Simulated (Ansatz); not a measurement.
## NiMoIrPdW in Ansatz: convergence with k mesh

The system is NiMoIrPdW.

```xyz
10
Lattice="2.7705 0.0000 0.0000 -1.3852 2.3993 0.0000 0.0000 0.0000 21.8812" Properties=species:S:1:pos:R:3 pbc="T T T"
Ni    0.0000    1.5995    0.9700
Ni    1.3852    0.7998   20.9101
Mo    1.3852    0.7998    7.4987
Mo    1.3852    0.7998   16.6997
Pd    0.0000    1.5995    9.7958
Pd    0.0000    1.5995   14.3810
Ir    0.0000    1.5995    5.2489
Ir    0.0000    1.5995   18.8288
W     1.3852    0.7998    2.9859
W     1.3852    0.7998   12.0872
```

The cell was built by a generator and needn't be a form met in nature.

| Quantity | Value |
| --- | --- |
| Program | Ansatz 0.2.0 |
| Task | convergence study |
| Functional | PBE |
| Potentials or basis | Ansatz PAW |
| Cutoff | 420 eV (not typed: the program's choice for these potentials) |
| k mesh | 3 × 3 × 1 |
| Occupations | fermi-dirac, width 0.05 eV |
| Spin | collinear spin, ferromagnetic start |
| Starting moments | [1.0, 1.0, 1.0, 1.0, 0.0, 0.0, 0.6, 0.6, 0.0, 0.0] μB |

These are the settings of the first run; the series varies k mesh, with any setting tied to it.

Hardware: 8 threads of Arm Neoverse V1, with other jobs on the host.

```
     k mesh  energy less the tightest run, at zero smearing (meV/atom)  pressure (GPa)  largest force (eV/Å)  absolute moment (μB)  SCF cycles  CPU time (s)  peak memory (GiB)
  3 × 3 × 1                                                     158.36            4.41                 0.504                  2.83          37            49                0.8
  4 × 4 × 1                                                      -6.60            0.67                 0.354                  0.53          22            33               0.83
  5 × 5 × 1                                                     -11.98           -0.67                 0.411                  0.66          23            48               0.93
  6 × 6 × 1                                                       4.54           -0.08                 0.399                  0.00          73           190                  1
  8 × 8 × 1                                                       0.31           -0.16                 0.175                  0.00          59           200                1.1
10 × 10 × 2                                                      -1.56            0.06                 0.066                  0.76          24           260                1.3
12 × 12 × 2                                                       1.43            0.03                 0.015                  0.33          72           960                1.5
15 × 15 × 2                                                       0.80            0.01                 0.050                  0.00          79          1400                1.8
18 × 18 × 2                                                       0.00            0.01                 0.080                  0.38          69          1800                2.1
```

Against the tightest run, the energy stays within 1 meV/atom from 15 × 15 × 2 on; the pressure stays within 0.1 GPa from 10 × 10 × 2 on. Not settled before the last step: the largest force (to 0.005 eV/Å), the absolute moment (to 0.02 μB). Meshes of other sizes hit other points, so gaps and Fermi surfaces needn't settle smoothly. The tightest run that finished is the yardstick and may itself not be fully converged.

Caveat, for the tightest run too: the starting moments weren't kept. The run has no spin-orbit coupling, so splittings on Ir, W are missing.
